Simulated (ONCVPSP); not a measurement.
# Ir: the cost of one run

Method: ONCVPSP 4.0.1.1 (patched build), PBE, scalar-relativistic.

## 1. Settings

The settings as typed:

```
element                 : iridium (Ir, Z = 77)
type                    : optimised norm-conserving Vanderbilt (ONCV)
frozen core             : [Kr] 4d10
valence charge          : 31
reference configuration : 4f13 5s2 5p6 5d8 6s2
partial waves           : 5s+6s: rc 1.60 bohr, ncon 4, nbas 8, qcut 9.3 1/bohr, 2 projectors; 5p: rc 1.45 bohr, ncon 3, nbas 8, qcut 8.2 1/bohr, 2 projectors, debl 1.7 Ha; 5d: rc 1.40 bohr, ncon 4, nbas 8, qcut 7.9 1/bohr, 2 projectors, debl 0.3 Ha; 4f: rc 1.00 bohr, ncon 4, nbas 9, qcut 16.6 1/bohr, 2 projectors, debl 1.6 Ha
local potential         : polynomial inside 1.00 bohr (lpopt 5, dvloc0 0 Ha)
core correction         : Teter function, fcfact 2.25, rcfact 1.55
```

The outer shells as boxes (Hund's rule for the drawing; the calculation is spin-unpolarised):

```
[Kr] core
4d [↑↓][↑↓][↑↓][↑↓][↑↓]
4f [↑↓][↑↓][↑↓][↑↓][↑↓][↑↓][↑ ]
5s [↑↓]
5p [↑↓][↑↓][↑↓]
5d [↑↓][↑↓][↑↓][↑ ][↑ ]
6s [↑↓]
```

The nodes and maxima of the atom's own shells, from an earlier all-electron run, set the scale for the radii.

All-electron outer shells of the reference configuration (PBE, scalar-relativistic, ld1.x):

```
shell  level (eV)  outermost node (bohr)  outermost maximum (bohr)
   4d     -302.16                   0.21                      0.42
   5s     -101.97                   0.50                      0.88
   4f      -72.71                      –                      0.39
   5p      -57.56                   0.53                      0.99
   5d       -8.18                   0.58                      1.26
   6s       -6.37                   1.15                      2.35
   6p       -1.17                   1.37                      3.47
```

## 2. Generation

File Ir.dat:

```
# ATOM AND REFERENCE CONFIGURATION
# atsym  z   nc   nv     iexc    psfile
  Ir 77.00    9    5        4      upf
#
#   n    l    f
    1    0    2.00
    2    0    2.00
    2    1    6.00
    3    0    2.00
    3    1    6.00
    3    2   10.00
    4    0    2.00
    4    1    6.00
    4    2   10.00
    4    3   13.00
    5    0    2.00
    5    1    6.00
    5    2    8.00
    6    0    2.00
#
# PSEUDOPOTENTIAL AND OPTIMIZATION
# lmax
    3
#
#   l,   rc,      ep,       ncon, nbas, qcut
    0    1.60    0.00    4    8    9.30
    1    1.45    0.00    3    8    8.20
    2    1.40    0.00    4    8    7.90
    3    1.00    0.00    4    9   16.60
#
# LOCAL POTENTIAL
# lloc, lpopt,  rc(5),   dvloc0
    4    5    1.00    0.00
#
# VANDERBILT-KLEINMAN-BYLANDER PROJECTORs
# l, nproj, debl
    0    2    3.50
    1    2    1.70
    2    2    0.30
    3    2    1.60
#
# MODEL CORE CHARGE
# icmod, fcfact, rcfact
    3    2.25    1.55
#
# LOG DERIVATIVE ANALYSIS
# epsh1, epsh2, depsh
   -5.00    5.00    0.04
#
# OUTPUT GRID
# rlmax, drl
    6.00    0.01
#
# TEST CONFIGURATIONS
# ncnf
    4
# nvcnf
#   n    l    f
    5
    4    3   14.00
    5    0    2.00
    5    1    6.00
    5    2    7.00
    6    0    2.00
#
    5
    4    3   14.00
    5    0    2.00
    5    1    6.00
    5    2    7.00
    6    0    1.00
#
    5
    4    3   14.00
    5    0    2.00
    5    1    6.00
    5    2    7.00
    6    0    0.00
#
    5
    4    3   14.00
    5    0    1.00
    5    1    6.00
    5    2    7.00
    6    0    2.00
#
```

On the command line:

```sh
oncvpsp.x < Ir.dat > Ir.out
```

**Question.** How long does this run take on 1 thread of Intel Xeon Platinum 8488C, shared host?

About 5.9 s.
